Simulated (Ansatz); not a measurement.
**CH5BO2 (SMILES OBCO): one structure at several levels**

The task here is to estimate one member of a computed series from the others.

Method: single points in def2-TZVPP; program: Ansatz 0.2.0, Gaussian basis.

Correlated methods freeze the cores.

## Where the work starts

SMILES `OBCO`, 9 atoms, charge 0, spin multiplicity 1.

Atoms are counted from 1 here; the program's logs count them from 0.

Bond lengths: O1–B2 1.323 Å, O1–H5 0.933 Å, B2–C3 1.594 Å, B2–H6 1.144 Å, C3–O4 1.399 Å, C3–H7 1.044 Å, C3–H8 1.088 Å, O4–H9 0.919 Å. Angles: B2–O1–H5 113.7°, O1–B2–C3 117.2°, O1–B2–H6 117.0°, C3–B2–H6 125.7°, B2–C3–O4 110.2°, B2–C3–H7 110.1°, B2–C3–H8 112.0°, O4–C3–H7 108.1°, O4–C3–H8 107.1°, H7–C3–H8 109.2°, C3–O4–H9 111.1°.

Coordinates:

```tsv
atom	x (Å)	y (Å)	z (Å)
O1	-1.40530	1.12330	-0.08090
B2	-0.08560	1.12070	0.01560
C3	0.64040	-0.29800	0.03460
O4	-0.30800	-1.32590	-0.01370
H5	-1.77920	0.26990	-0.13270
H6	0.43630	2.13810	0.02770
H7	1.19140	-0.40650	0.91420
H8	1.29990	-0.43000	-0.82020
H9	0.09670	-2.15060	-0.00940
```

Set-up of the first run:

run/in.yaml reads:

```yaml
crystal:
  periodic: [false, false, false]
  atoms:
    - {symbol: O, position_ang: [-1.405300, 1.123300, -0.080900]}
    - {symbol: B, position_ang: [-0.085600, 1.120700, 0.015600]}
    - {symbol: C, position_ang: [0.640400, -0.298000, 0.034600]}
    - {symbol: O, position_ang: [-0.308000, -1.325900, -0.013700]}
    - {symbol: H, position_ang: [-1.779200, 0.269900, -0.132700]}
    - {symbol: H, position_ang: [0.436300, 2.138100, 0.027700]}
    - {symbol: H, position_ang: [1.191400, -0.406500, 0.914200]}
    - {symbol: H, position_ang: [1.299900, -0.430000, -0.820200]}
    - {symbol: H, position_ang: [0.096700, -2.150600, -0.009400]}
basis:
  gaussian: {orbitals: def2-TZVPP}
correlation: {method: ccsd_t}
```

No record of the launch command was kept for these runs.

Steps of the session up to this table: CCSD(T)/def2-TZVPP; PBE0-D4/def2-TZVPP; wB97M-V/def2-TZVPP; r2SCAN-D4/def2-TZVPP; PBE-D4/def2-TZVPP; r2SCAN0-D4/def2-TZVPP; BHLYP-D4/def2-TZVPP.

One of the session's tables, all rows but one given; the rest of the session is left out.

```
    method  RMS force component (eV/Å)  dipole (D)
   PBE0-D4                       1.081        2.44
   wB97M-V                       1.072        2.43
 r2SCAN-D4                       1.124        2.42
    PBE-D4                       1.286        2.38
r2SCAN0-D4                       0.983        2.47
  BHLYP-D4                           ?           ?
```

**Question.** Estimate the row for BHLYP-D4.

**Answer.** RMS force component (eV/Å): 0.875; dipole (D): 2.51. In the column «RMS force component (eV/Å)» it is the lowest.
